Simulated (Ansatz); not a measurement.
# ZrTi2Ga4: the cost of one run

Method: DFT r2SCAN, scalar-relativistic, plane waves, PAW, in Ansatz 0.2.0.

### Step 1. The system as given

The structure is tetragonal, space group I4/mmm (No. 139). The conventional cell has a = 6.524 Å, b = 6.524 Å, c = 5.443 Å, α = 90.00°, β = 90.00°, γ = 90.00°. Zr (site symmetry 4/mmm) has 4 Ga at 2.81 Å as nearest neighbours. Ti (site symmetry -4m2) is surrounded by 2 Ti at 2.72 Å and 8 Ga at 2.73 Å. Around Ga (site symmetry m2m) lie 4 Ga at 2.55 to 2.90 Å and 4 Ti at 2.73 Å and 1 Zr at 2.81 Å.

Coordinates:

```cif
data_structure
_symmetry_space_group_name_H-M 'P 1'
_symmetry_Int_Tables_number 1
_cell_length_a 5.3562
_cell_length_b 5.3562
_cell_length_c 5.3562
_cell_angle_alpha 104.962
_cell_angle_beta 104.962
_cell_angle_gamma 118.923
_cell_volume 115.84
loop_
_atom_site_label
_atom_site_type_symbol
_atom_site_fract_x
_atom_site_fract_y
_atom_site_fract_z
_atom_site_occupancy
Zr1 Zr 0.00000 0.00000 0.00000 1
Ti1 Ti 0.75000 0.25000 0.50000 1
Ti2 Ti 0.25000 0.75000 0.50000 1
Ga1 Ga 0.30470 0.30470 0.60939 1
Ga2 Ga 0.69530 0.69530 0.39061 1
Ga3 Ga 0.30470 0.69530 0.00000 1
Ga4 Ga 0.69530 0.30470 0.00000 1
```

(A quick probe on a coarse mesh, which set the mesh and smearing, is not shown.)

### Step 3. Relaxing cell and atoms

File input.yaml:

```yaml
crystal:
  lattice:
    - [-3.26203187, 3.26203187, 2.72155485]
    - [3.26203187, -3.26203187, 2.72155485]
    - [3.26203187, 3.26203187, -2.72155485]
  atoms:
    - { symbol: Zr, position: [0.0, 0.0, 0.0] }
    - { symbol: Ti, position: [0.75, 0.25, 0.5] }
    - { symbol: Ti, position: [0.25, 0.75, 0.5] }
    - { symbol: Ga, position: [0.30469608, 0.30469608, 0.60939217] }
    - { symbol: Ga, position: [0.69530392, 0.69530392, 0.39060783] }
    - { symbol: Ga, position: [0.30469608, 0.69530392, 0.0] }
    - { symbol: Ga, position: [0.69530392, 0.30469608, 0.0] }
basis:
  ecutwfc: 500
kpoints:
  mp_grid: { grid: [10, 10, 10] }
hamiltonian:
  xc: r2scan
scf:
  occupations: { method: gaussian, width: 0.1 }
output:
  forces: true
  stress: true
  eigenvalues: true
  write_density: true
  write_potential: true
  elf: true
  volumetric_format: npy
relax:
  adjacent_minimum: "off"
  f_tol: 0.01
  max_steps: 80
  cell: { stress_tol: 0.05 }
```

The run is started by

```bash
> ansatz run input.yaml --threads 1 --pin off --max-ram 2560MiB --backend cpu --events-out ev --progress --plain --runs-dir out
```

**Question.** How long does this run take on 1 thread of Arm Neoverse N1, shared host, and how much memory does it need?

About 10 min, with a peak of 1.1 GiB.
